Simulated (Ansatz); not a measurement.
# Si5Se: the cost of one run

Computed with Ansatz 0.2.0 (DFT PBE, scalar-relativistic, plane waves, PAW, unless a step's input says otherwise).

### 1 The starting structure

It takes space group F-43m (No. 216, cubic). Conventional cell: a = 7.503 Å, b = 7.503 Å, c = 7.503 Å, α = 90.00°, β = 90.00°, γ = 90.00°. Around Si (site symmetry -43m) lie 12 Si at 3.11 Å and 4 Se at 3.25 Å. Si (site symmetry 3m) has 6 Si at 2.64 to 2.67 Å as nearest neighbours. Se (site symmetry -43m) is surrounded by 16 Si at 3.11 to 3.25 Å.

As a file:

```
CELL_PARAMETERS angstrom
0.00000 3.75126 3.75126
3.75126 0.00000 3.75126
3.75126 3.75126 0.00000
ATOMIC_POSITIONS crystal
Si 0.25000 0.25000 0.25000
Si 0.62426 0.12721 0.62426
Si 0.62426 0.62426 0.12721
Si 0.62426 0.62426 0.62426
Si 0.12721 0.62426 0.62426
Se 0.00000 0.00000 0.00000
```

Recipe of the guess: species swapped into a database cell of Be5Pt (F-43m, No. 216), with Si on the Be sites and Se on the Pt sites. Its size is a rough estimate.

### 2 A first look at the guess

The input, input.yaml:

```yaml
crystal:
  lattice:
    - [0.0, 3.75126487, 3.75126487]
    - [3.75126487, 0.0, 3.75126487]
    - [3.75126487, 3.75126487, 0.0]
  atoms:
    - { symbol: Si, position: [0.25, 0.25, 0.25] }
    - { symbol: Si, position: [0.62426262, 0.12721214, 0.62426262] }
    - { symbol: Si, position: [0.62426262, 0.62426262, 0.12721214] }
    - { symbol: Si, position: [0.62426262, 0.62426262, 0.62426262] }
    - { symbol: Si, position: [0.12721214, 0.62426262, 0.62426262] }
    - { symbol: Se, position: [0.0, 0.0, 0.0] }
basis:
  ecutwfc: 420
kpoints:
  mp_grid: { grid: [4, 4, 4] }
hamiltonian:
  xc: pbe
scf:
  occupations: { method: gaussian, width: 0.1 }
  lower_state_search: "off"
output:
  forces: true
  stress: true
  eigenvalues: true
```

Command:

```
$ ansatz run input.yaml --threads 1 --pin off --max-ram 2560MiB --backend cpu --events-out ev --progress --plain --runs-dir out
```

What time and memory should one allow on 1 thread of Arm Neoverse V2, shared host?

About 2.1 s, with a peak of 0.3 GiB.
